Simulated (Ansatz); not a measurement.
# C10H7I: a ladder of functionals and wavefunction methods

How much do the methods differ for C10H7I? The plan is to run it at one geometry with functionals of several rungs and with coupled cluster, and see how far each lands from CCSD(T) at the basis-set limit for the atomisation energy.

The runs use Ansatz 0.2.0, Gaussian basis; functionals in def2-TZVPP, the program's frozen cores in correlated methods.

The runs, in order: LDA (SPW92), PBE-D4, revPBE-D4, BLYP-D4, r2SCAN-D4, B97M-V, PBE0-D4, B3LYP-D4, r2SCANh-D4, r2SCAN0-D4, HSE06-D4, BHLYP-D4, CAM-B3LYP-D4, LC-ωPBE, ωB97X-V, ωB97M-V, B2PLYP, PBE-QIDH; CCSD(T)/def2-SVP; CCSD(T)/def2-TZVPP; MP2/def2-QZVPP; extrapolation to the limit; RPA on PBE.

## (1) The relaxed structure

An earlier PBE0-D4 in a triple-zeta def2 set relaxation fixed the geometry. I takes the def2 core potential; no spin-orbit term is included.

SMILES `Ic1ccc2ccccc2c1`, 18 atoms, charge 0, spin multiplicity 1.

Atoms are counted from 1 here; the program's logs count them from 0.

Bond lengths: I1–C2 2.086 Å, C2–C3 1.408 Å, C2–C11 1.366 Å, C3–C4 1.366 Å, C3–H12 1.082 Å, C4–C5 1.411 Å, C4–H13 1.085 Å, C5–C6 1.411 Å, C5–C10 1.420 Å, C6–C7 1.367 Å, C6–H14 1.085 Å, C7–C8 1.408 Å, C7–H15 1.084 Å, C8–C9 1.367 Å, C8–H16 1.084 Å, C9–C10 1.412 Å, C9–H17 1.085 Å, C10–C11 1.412 Å and more. Angles: I1–C2–C3 118.7°, I1–C2–C11 119.9°, C3–C2–C11 121.3°, C2–C3–C4 119.4°, C2–C3–H12 120.0°, C4–C3–H12 120.6°, C3–C4–C5 121.2°, C3–C4–H13 119.8°, C5–C4–H13 118.9°, C4–C5–C6 122.3°, C4–C5–C10 118.7°, C6–C5–C10 119.0°, C5–C6–C7 120.7°, C5–C6–H14 118.8°, C7–C6–H14 120.5°, C6–C7–C8 120.3°, C6–C7–H15 120.1°, C8–C7–H15 119.6° and more.

Coordinates:

| atom | x (Å) | y (Å) | z (Å) |
| --- | --- | --- | --- |
| I1 | 2.9955 | -3.3403 | -0.3998 |
| C2 | 1.7543 | -1.6642 | -0.3892 |
| C3 | 2.0851 | -0.5715 | -1.2136 |
| C4 | 1.2815 | 0.5336 | -1.2175 |
| C5 | 0.1255 | 0.6010 | -0.4105 |
| C6 | -0.7191 | 1.7311 | -0.3978 |
| C7 | -1.8317 | 1.7625 | 0.3966 |
| C8 | -2.1502 | 0.6624 | 1.2158 |
| C9 | -1.3513 | -0.4470 | 1.2256 |
| C10 | -0.1961 | -0.5085 | 0.4161 |
| C11 | 0.6453 | -1.6427 | 0.4079 |
| H12 | 2.9693 | -0.6124 | -1.8367 |
| H13 | 1.5300 | 1.3792 | -1.8501 |
| H14 | -0.4701 | 2.5765 | -1.0305 |
| H15 | -2.4736 | 2.6357 | 0.3986 |
| H16 | -3.0347 | 0.6989 | 1.8412 |
| H17 | -1.5943 | -1.2958 | 1.8558 |
| H18 | 0.3971 | -2.4872 | 1.0397 |

## (2) LDA

This LDA is Slater exchange with PW92 correlation.

Input file in.yaml:

```yaml
crystal:
  periodic: [false, false, false]
  atoms:
    - {symbol: I, position_ang: [2.995508, -3.340325, -0.399771]}
    - {symbol: C, position_ang: [1.754274, -1.664165, -0.389200]}
    - {symbol: C, position_ang: [2.085115, -0.571533, -1.213612]}
    - {symbol: C, position_ang: [1.281490, 0.533650, -1.217475]}
    - {symbol: C, position_ang: [0.125530, 0.600974, -0.410507]}
    - {symbol: C, position_ang: [-0.719090, 1.731105, -0.397840]}
    - {symbol: C, position_ang: [-1.831676, 1.762456, 0.396582]}
    - {symbol: C, position_ang: [-2.150205, 0.662449, 1.215819]}
    - {symbol: C, position_ang: [-1.351304, -0.447044, 1.225571]}
    - {symbol: C, position_ang: [-0.196124, -0.508501, 0.416146]}
    - {symbol: C, position_ang: [0.645333, -1.642669, 0.407945]}
    - {symbol: H, position_ang: [2.969276, -0.612363, -1.836659]}
    - {symbol: H, position_ang: [1.530038, 1.379229, -1.850084]}
    - {symbol: H, position_ang: [-0.470135, 2.576471, -1.030484]}
    - {symbol: H, position_ang: [-2.473557, 2.635720, 0.398570]}
    - {symbol: H, position_ang: [-3.034727, 0.698852, 1.841190]}
    - {symbol: H, position_ang: [-1.594304, -1.295816, 1.855753]}
    - {symbol: H, position_ang: [0.397059, -2.487191, 1.039654]}
basis:
  gaussian: {orbitals: def2-TZVPP}
hamiltonian: {xc: lda}
output: {orbitals: {seedname: orbitals}}
```

On the command line:

```
ansatz run in.yaml --threads 4 --pin off --events-out ev --progress --plain --max-ram 66560MiB --backend cuda --devices 0, --max-vram 37GiB
```

Further steps of the session: PBE-D4 (GGA); revPBE-D4 (GGA); BLYP-D4 (GGA); r2SCAN-D4 (meta-GGA); B97M-V (meta-GGA); PBE0-D4 (hybrid); B3LYP-D4 (hybrid); r2SCANh-D4 (hybrid); r2SCAN0-D4 (hybrid); HSE06-D4 (hybrid); BHLYP-D4 (hybrid); CAM-B3LYP-D4 (range-separated); LC-ωPBE (range-separated); ωB97X-V (range-separated); ωB97M-V (range-separated); B2PLYP (double hybrid); PBE-QIDH (double hybrid); CCSD(T) in def2-SVP; CCSD(T) in def2-TZVPP; MP2 in def2-QZVPP; RPA on PBE orbitals.

**Question.** What will the summary of the whole plan be? Wanted: atomisation energy, CCSD(T)/CBS; farthest beyond LDA; mean size of error, GGA; mean size of error, meta-GGA; mean size of error, hybrid; mean size of error, range-separated; mean size of error, double hybrid; gap, smallest and largest; T1 diagnostic.

**Answer**, as computed:

```
                               quantity                                          value
        atomisation energy, CCSD(T)/CBS                                  8843.1 kJ/mol
 functionals within 44.2 kJ/mol (0.5 %)  r2SCAN0-D4, LC-ωPBE, ωB97X-V, ωB97M-V, B2PLYP
                    farthest beyond LDA                         PBE-D4 (+415.9 kJ/mol)
                mean size of error, GGA                                   219.1 kJ/mol
           mean size of error, meta-GGA                                    97.2 kJ/mol
             mean size of error, hybrid                                   139.7 kJ/mol
    mean size of error, range-separated                                    32.9 kJ/mol
      mean size of error, double hybrid                                    73.6 kJ/mol
              gap, smallest and largest       3.26 eV (LDA (SPW92)), 9.24 eV (LC-ωPBE)
                          T1 diagnostic                                         0.0101
triples share of the correlation energy                                          4.8 %
```

The LDA atomisation energy is off by 1489.5 kJ/mol (17 %): it overbinds. PBE-D4 is off by +415.9 kJ/mol. Double hybrids carry the basis error of their MP2 part in triple zeta, and no dispersion term here, so their miss is partly the set-up's. Taken by rung, range-separated functionals do best (32.9 kJ/mol on average) and GGA ones worst beyond LDA (219.1 kJ/mol). The reference freezes the cores and leaves out spin-orbit coupling and excitations past (T), so misses under about 44.2 kJ/mol can't be ranked. All levels share the lack of spin-orbit coupling, which lowers the free heavy atoms and so the true binding. Hartree-Fock recovers 74 % of the binding; the rest is correlation. CCSD(T) in def2-SVP is off by -304.7 kJ/mol, so the small basis spoils what the method gains. The gap grows from 3.3 to 9.2 eV across the functionals, mostly with the share of exact exchange. The restricted reference is unstable towards a spin-broken one. Correlated methods include outer-core shells of I, which these sets cover unevenly.
